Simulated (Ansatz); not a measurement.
# C2H6Cl3NSi: basis-set convergence

Aim: see how fast density functionals converge with the basis set for C2H6Cl3NSi.

Computed with Ansatz 0.2.0, Gaussian basis. Level: one geometry, several basis sets.

Levels to be run: PBE0-D4/def2-SVP; ωB97M-V/def2-SVP; PBE0-D4/def2-QZVPP; ωB97M-V/def2-QZVPP; the functionals' def2-TZVPP values are taken from earlier runs.

## 1. The geometry

The geometry comes from an earlier relaxation with PBE0-D4 in a triple-zeta def2 set; it is a stationary point, not always the lowest conformer.

SMILES `CN(C)[Si](Cl)(Cl)Cl`, 13 atoms, charge 0, spin multiplicity 1.

Atoms are counted from 1 here; the program's logs count them from 0.

Bond lengths: C1–N2 1.449 Å, C1–H8 1.098 Å, C1–H9 1.095 Å, C1–H10 1.090 Å, N2–C3 1.449 Å, N2–Si4 1.687 Å, C3–H11 1.098 Å, C3–H12 1.095 Å, C3–H13 1.090 Å, Si4–Cl5 2.035 Å, Si4–Cl6 2.035 Å, Si4–Cl7 2.048 Å. Angles: N2–C1–H8 111.6°, N2–C1–H9 109.8°, N2–C1–H10 110.9°, H8–C1–H9 108.1°, H8–C1–H10 108.4°, H9–C1–H10 107.9°, C1–N2–C3 113.1°, C1–N2–Si4 122.0°, C3–N2–Si4 121.9°, N2–C3–H11 111.6°, N2–C3–H12 109.8°, N2–C3–H13 110.9°, H11–C3–H12 108.1°, H11–C3–H13 108.3°, H12–C3–H13 107.9°, N2–Si4–Cl5 109.9°, N2–Si4–Cl6 109.9°, N2–Si4–Cl7 114.1° and more.

## 2. PBE0-D4 in def2-SVP

File in.yaml:

```yaml
crystal:
  periodic: [false, false, false]
  atoms:
    - {symbol: C, position_ang: [-0.242250, -0.052207, 1.481581]}
    - {symbol: N, position_ang: [0.171922, 0.050735, 0.097202]}
    - {symbol: C, position_ang: [1.060332, -1.018569, -0.310423]}
    - {symbol: Si, position_ang: [-0.685532, 0.973020, -1.025670]}
    - {symbol: Cl, position_ang: [0.499956, 1.392261, -2.625691]}
    - {symbol: Cl, position_ang: [-1.303048, 2.710858, -0.165805]}
    - {symbol: Cl, position_ang: [-2.359864, 0.050550, -1.759463]}
    - {symbol: H, position_ang: [-0.790251, -0.983923, 1.671635]}
    - {symbol: H, position_ang: [0.637134, -0.035827, 2.134433]}
    - {symbol: H, position_ang: [-0.881890, 0.784921, 1.759876]}
    - {symbol: H, position_ang: [0.580948, -2.001209, -0.214944]}
    - {symbol: H, position_ang: [1.957764, -1.015571, 0.317584]}
    - {symbol: H, position_ang: [1.375381, -0.889739, -1.345615]}
basis:
  gaussian: {orbitals: def2-SVP}
hamiltonian: {xc: pbe0, dispersion: d4}
output: {orbitals: {seedname: orbitals}}
```

Launch:

```bash
> ansatz run in.yaml --threads 4 --pin off --events-out ev --progress --plain --max-ram 11315MiB
```

After this run come: ωB97M-V in def2-SVP; PBE0-D4 in def2-QZVPP; ωB97M-V in def2-QZVPP.

**Question.** What will the summary of the whole plan be? Wanted: PBE0-D4: double and triple zeta above quadruple; ωB97M-V: double and triple zeta above quadruple.

**Answer**, as computed:

```
                                       quantity           value
PBE0-D4: double and triple zeta above quadruple  21.52, 1.58 eV
ωB97M-V: double and triple zeta above quadruple  21.46, 1.50 eV
```

In words: For PBE0-D4 the step from double to triple zeta gains 19.94 eV and the next only 1.58 eV. Total energies overstate the basis error of differences, where much of it tends to cancel. The LUMO of ωB97M-V is positive and keeps falling with the basis (3.02 to 1.64 eV): an unbound level that the basis holds in place.
